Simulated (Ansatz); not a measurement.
# CH₂BNO₂: a ladder of functionals and wavefunction methods

One table from this session's results is given with a row withheld; the runs are named, their logs left out.

Program: Ansatz 0.2.0, Gaussian basis. Level of theory: functionals in def2-TZVPP, the program's frozen cores in correlated methods. These are calculated values, not measurements.

The runs, in order: LDA (SPW92), PBE-D4, revPBE-D4, BLYP-D4, r2SCAN-D4, B97M-V, PBE0-D4, B3LYP-D4, r2SCANh-D4, r2SCAN0-D4, HSE06-D4, BHLYP-D4, CAM-B3LYP-D4, LC-ωPBE, ωB97X-V, ωB97M-V, B2PLYP, PBE-QIDH; CCSD(T)/def2-SVP; CCSD(T)/def2-TZVPP; MP2/def2-QZVPP; extrapolation to the limit; RPA on PBE.

### The relaxed structure

All runs share one geometry, relaxed beforehand with PBE0-D4 in a triple-zeta def2 set.

7 atoms, charge 0, spin multiplicity 1.

Atoms are counted from 1 here; the program's logs count them from 0.

Bond lengths: O1–C2 1.191 Å, C2–N3 1.408 Å, C2–B4 1.523 Å, N3–B4 1.405 Å, N3–H6 1.013 Å, B4–O5 1.337 Å, O5–H7 0.962 Å. Angles: O1–C2–N3 136.3°, O1–C2–B4 166.6°, N3–C2–B4 57.1°, C2–N3–B4 65.6°, C2–N3–H6 138.7°, B4–N3–H6 155.8°, C2–B4–N3 57.3°, C2–B4–O5 158.2°, N3–B4–O5 144.4°, B4–O5–H7 114.6°.

Geometry (Å):

```xyz
7
CH2BNO2
O    -0.1302   -2.2820    0.7324
C    -0.1016   -1.1641    0.3222
N     0.5812    0.0233    0.6506
B    -0.3042    0.1425   -0.4335
O    -0.7984    0.9853   -1.3465
H     1.2655    0.3460    1.3242
H    -0.4510    1.8809   -1.2950
```

The first run:

File in.yaml:

```yaml
crystal:
  periodic: [false, false, false]
  atoms:
    - {symbol: O, position_ang: [-0.130195, -2.282002, 0.732358]}
    - {symbol: C, position_ang: [-0.101575, -1.164093, 0.322228]}
    - {symbol: N, position_ang: [0.581164, 0.023274, 0.650551]}
    - {symbol: B, position_ang: [-0.304200, 0.142510, -0.433488]}
    - {symbol: O, position_ang: [-0.798398, 0.985328, -1.346520]}
    - {symbol: H, position_ang: [1.265533, 0.346011, 1.324164]}
    - {symbol: H, position_ang: [-0.451028, 1.880873, -1.294992]}
basis:
  gaussian: {orbitals: def2-TZVPP}
hamiltonian: {xc: lda}
output: {orbitals: {seedname: orbitals}}
```

Started as:

```sh
$ ansatz run in.yaml --threads 2 --pin off --events-out ev --progress --plain --max-ram 4352MiB
```

Steps of the session up to this table: LDA; PBE-D4 (GGA); revPBE-D4 (GGA); BLYP-D4 (GGA); r2SCAN-D4 (meta-GGA); B97M-V (meta-GGA); B3LYP-D4 (hybrid); r2SCANh-D4 (hybrid); r2SCAN0-D4 (hybrid); HSE06-D4 (hybrid); BHLYP-D4 (hybrid); CAM-B3LYP-D4 (range-separated); LC-ωPBE (range-separated); ωB97X-V (range-separated); ωB97M-V (range-separated); B2PLYP (double hybrid); PBE-QIDH (double hybrid).

One of the session's tables, all rows but one given; the rest of the session is left out.

It belongs to the step «Frontier levels by functional». 

| functional | HOMO (eV) | gap (eV) |
| --- | --- | --- |
| LDA (SPW92) | -5.81 | 4.14 |
| PBE-D4 | -5.64 | 4.25 |
| revPBE-D4 | -5.58 | 4.29 |
| BLYP-D4 | -5.56 | 4.29 |
| r2SCAN-D4 | -5.89 | 4.74 |
| B97M-V | -6.00 | 4.97 |
| PBE0-D4 | -7.10 | 6.78 |
| B3LYP-D4 | -6.88 | 6.30 |
| r2SCANh-D4 | -6.45 | 5.68 |
| r2SCAN0-D4 | ? | ? |
| HSE06-D4 | -6.70 | 5.98 |
| BHLYP-D4 | -8.54 | 9.24 |
| CAM-B3LYP-D4 | -8.52 | 9.39 |
| LC-ωPBE | -9.79 | 11.91 |
| ωB97X-V | -9.48 | 11.47 |
| ωB97M-V | -9.40 | 10.90 |

**Question.** Estimate the row for r2SCAN0-D4.

Worked estimate for «HOMO (eV)». Against the share of exact exchange, r2SCAN-D4 (0, -5.89), r2SCANh-D4 (0.1, -6.45) give a slope of -5.60 per unit share; at 0.25 the line stands at -7.29.

As computed: HOMO (eV): -7.29; gap (eV): 7.10. In «HOMO (eV)» the line misses by 0.00.
